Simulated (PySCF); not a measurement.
# C4H6F2O: the cost of one run

Computed with PySCF 2.14.0, with density-fitted response routines of our own, on a single molecule in the gas phase. Atoms count from 0, in the outputs and in this text.

### 1 The starting structure

13 atoms, charge 0, multiplicity 1; geometry from: GFN2-xTB. The atoms were then displaced at random by about 0.01 Å, so the start is not that level's minimum.

Bonds of the start (Å): C0–C1 1.30, C1–C2 1.52, C2–F3 1.33, C1–O4 1.39, O4–C5 1.37, C5–F6 1.37, C0–H7 1.10, C0–H8 1.07, C2–H9 1.09, C2–H10 1.11, C5–H11 1.11, C5–H12 1.11.

### 2 Relaxing the molecule at PBE0-D3(BJ)/def2-SVP

What the job is given:

```
{"job": {"xc": "PBE0", "basis": "def2-SVP", "d3": "d3bj", "grid": 1, "shake": 0.01, "kind": "geom"}, "charge": 0, "multiplicity": 1}
C     -0.310510     1.219890    -0.525730
C     -0.421920     0.039960     0.012900
C     -1.734090    -0.656110     0.321060
F     -2.728160    -0.081460    -0.341370
O      0.632710    -0.776030     0.387400
C      1.903920    -0.381040     0.062130
F      2.337080     0.686550     0.806990
H     -1.213390     1.778340    -0.795820
H      0.597480     1.751720    -0.701910
H     -1.663150    -1.707950     0.039230
H     -1.946800    -0.591440     1.409800
H      2.578490    -1.220610     0.316580
H      1.974160    -0.078690    -1.001590
```

Command:

```sh
OMP_NUM_THREADS=1 python probes_run.py task.json out
```

One launch serves the whole session: the jobs run in the order shown.

Q: Estimate the wall time and peak memory of this first job on 1 thread of Arm Neoverse V2, shared host.

About 46 s, with a peak of 0.49 GiB.
